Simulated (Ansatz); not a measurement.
# HfBi3O: the cost of one run

Program: Ansatz 0.2.0. Level of theory: DFT PBE, scalar-relativistic, plane waves, PAW. These are calculated values, not measurements.

**1. Starting point**

Symmetry: P4mm, No. 99, tetragonal system. Conventional cell: a = 4.631 Å, b = 4.631 Å, c = 4.653 Å, α = 90.00°, β = 90.00°, γ = 90.00°. Hf (site symmetry 4mm) is surrounded by 6 Bi at 2.19 to 2.46 Å. Around Bi (site symmetry 4mm) lie 2 Hf at 2.19 to 2.46 Å. Around Bi (site symmetry 2mm) lie 2 Hf at 2.32 Å and 4 O at 3.23 to 3.34 Å and 8 Bi at 3.27 to 3.29 Å. O (site symmetry 4mm) is surrounded by 12 Bi at 3.23 to 3.34 Å.

Structure file:

```cif
data_structure
_symmetry_space_group_name_H-M 'P 1'
_symmetry_Int_Tables_number 1
_cell_length_a 4.6315
_cell_length_b 4.6315
_cell_length_c 4.6525
_cell_angle_alpha 90.000
_cell_angle_beta 90.000
_cell_angle_gamma 90.000
_cell_volume 99.80
loop_
_atom_site_label
_atom_site_type_symbol
_atom_site_fract_x
_atom_site_fract_y
_atom_site_fract_z
_atom_site_occupancy
Hf1 Hf 0.50000 0.50000 0.49000 1
Bi1 Bi 0.50000 0.50000 0.01900 1
Bi2 Bi 0.50000 0.00000 0.51700 1
Bi3 Bi 0.00000 0.50000 0.51700 1
O1 O 0.00000 0.00000 0.00000 1
```

The cell is invented: species swapped into a database cell of BaTiO3 (P4mm, No. 99), with O on the Ba sites, Hf on the Ti sites and Bi on the O sites. Its size is a rough estimate.

**2. The guess as it stands, on a coarse mesh**

File input.yaml:

```yaml
crystal:
  lattice:
    - [4.63145808, 0.0, 0.0]
    - [0.0, 4.63145808, 0.0]
    - [0.0, 0.0, 4.65253245]
  atoms:
    - { symbol: Hf, position: [0.5, 0.5, 0.49000001] }
    - { symbol: Bi, position: [0.5, 0.5, 0.019] }
    - { symbol: Bi, position: [0.5, 0.0, 0.51700002] }
    - { symbol: Bi, position: [0.0, 0.5, 0.51700002] }
    - { symbol: O, position: [0.0, 0.0, 0.0] }
basis:
  ecutwfc: 420
kpoints:
  mp_grid: { grid: [4, 4, 4] }
hamiltonian:
  xc: pbe
scf:
  occupations: { method: gaussian, width: 0.1 }
  lower_state_search: "off"
output:
  forces: true
  stress: true
  eigenvalues: true
```

Started as:

```console
$ ansatz run input.yaml --threads 1 --pin off --max-ram 2560MiB --backend cpu --events-out ev --progress --plain --runs-dir out
```

What time and memory should one allow on 1 thread of Intel Xeon Platinum 8259CL at 2.50GHz (Skylake/Cascade Lake), shared host?

About 8.7 s, with a peak of 0.43 GiB.
